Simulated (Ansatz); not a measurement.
Working through a small convex hull of the Pb-Au system

With Ansatz's Python interface.

Interactive session:
```pycon
>>> from collections import Counter
>>> import warnings
>>> import ansatz as az
>>> from ase import Atoms
>>> from pymatgen.analysis.phase_diagram import PDEntry, PhaseDiagram
>>> from pymatgen.core import Composition
>>> XC = 'pbesol'
>>> CUTOFF = 520
>>> K_SPACING = 0.33
>>> SMEARING = 'cold'
>>> WIDTH_EV = 0.05
>>> def run_phase(name, crystal):
...     calc = (
...         crystal.calculation()
...         .functional(XC)
...         .basis(CUTOFF)
...         .kpoints(spacing=K_SPACING)
...         .occupations(SMEARING, width=WIDTH_EV)
...     )
...     calc = calc.relax(force_tolerance=0.03, max_steps=40, cell=True)
...     return calc.run(threads=1, pin='off')
...
>>> def counts(outcome):
...     return Counter(site.symbol for site in outcome.lattice.sites)
...
>>> warnings.simplefilter('ignore')
>>> phases = {}
>>> pbau3_fm_3m = (
...     az.Lattice.fcc(6.963992)
...     .space_group(225)
...     .atom('Pb', (0.5, 0.0, 0.0))
...     .atom('Au', (0.25, 0.25, 0.75))
...     .atom('Au', (0.0, 0.0, 0.0))
...     .primitive()
... )
>>> phases['PbAu3 Fm-3m'] = pbau3_fm_3m
>>> atoms = Atoms(
...     ['Pb', 'Pb', 'Au', 'Au', 'Au', 'Au'],
...     scaled_positions=[
...         (0.0, 0.0, 0.0),
...         (0.25, 0.25, 0.25),
...         (0.625, 0.625, 0.625),
...         (0.125, 0.625, 0.625),
...         (0.625, 0.625, 0.125),
...         (0.625, 0.125, 0.625),
...     ],
...     cell=[
...         (0.0, 3.9635, 3.9635),
...         (3.9635, 0.0, 3.9635),
...         (3.9635, 3.9635, 0.0),
...     ],
...     pbc=True,
... )
>>> pbau2_fd_3m = az.Crystal.from_ase(atoms)
>>> phases['PbAu2 Fd-3m'] = pbau2_fd_3m
>>> pb = (
...     az.Lattice.fcc(4.95004)
...     .space_group(225)
...     .atom('Pb', (0.0, 0.0, 0.0))
...     .primitive()
... )
>>> phases['Pb'] = pb
>>> au = (
...     az.Lattice.fcc(4.07)
...     .space_group(225)
...     .atom('Au', (0.0, 0.0, 0.0))
...     .primitive()
... )
>>> phases['Au'] = au
>>> done = {}
>>> for name, crystal in phases.items():
...     done[name] = run_phase(name, crystal)
...     print(f'{name}: {done[name].report["energy_sigma0_ev"]:.4f} eV, {len(done[name].lattice.sites)} atoms')
...
PbAu3 Fm-3m: -50775.8159 eV, 4 atoms
PbAu2 Fd-3m: -75538.6119 eV, 6 atoms
Pb: -11754.9535 eV, 1 atoms
Au: -13007.1247 eV, 1 atoms
>>> entries = [PDEntry(Composition(dict(counts(o))), o.report['energy_sigma0_ev'], name=name) for name, o in done.items()]
>>> diagram = PhaseDiagram(entries)
>>> rows = [(e.name, e.composition.get_atomic_fraction('Au'), diagram.get_form_energy_per_atom(e), diagram.get_e_above_hull(e)) for e in entries]
>>> rows.sort(key=lambda row: row[1])
>>> print('| phase | x(Au) | E_form (eV/atom) | above hull (eV/atom) |')
| phase | x(Au) | E_form (eV/atom) | above hull (eV/atom) |
>>> print('| --- | --- | --- | --- |')
| --- | --- | --- | --- |
>>> for row in rows:
...     print(f'| {row[0]} | {row[1]:.3f} | {row[2]:.4f} | {row[3]:.4f} |')
...
| Pb | 0.000 | 0.0000 | 0.0000 |
| PbAu2 Fd-3m | 0.667 | -0.0344 | 0.0000 |
| PbAu3 Fm-3m | 0.750 | 0.1279 | 0.1537 |
| Au | 1.000 | 0.0000 | 0.0000 |
>>> print('on the hull of these phases:', ', '.join(row[0] for row in rows if row[3] < 1e-6))
on the hull of these phases: Pb, PbAu2 Fd-3m, Au
```

Caveats:
- Total energies depend on the potentials; only differences at equal settings carry meaning.
- For the metals among these phases the mesh is modest: differences between phases can be off by up to 40 meV an atom.
- Spin-orbit coupling, which matters for elements this heavy, is left out.
- The cells come from databases of deposited and of computed structures, and not all need be stable phases.
- Differences under about 40 meV an atom lie within the error of mesh and functional, so such verdicts may flip; only the cells listed enter the hull.
- Hardware and time: 25 s on 1 thread of Intel(R) Xeon(R) 6975P-C (Granite Rapids), on a shared host, peak memory 0.67 GiB.
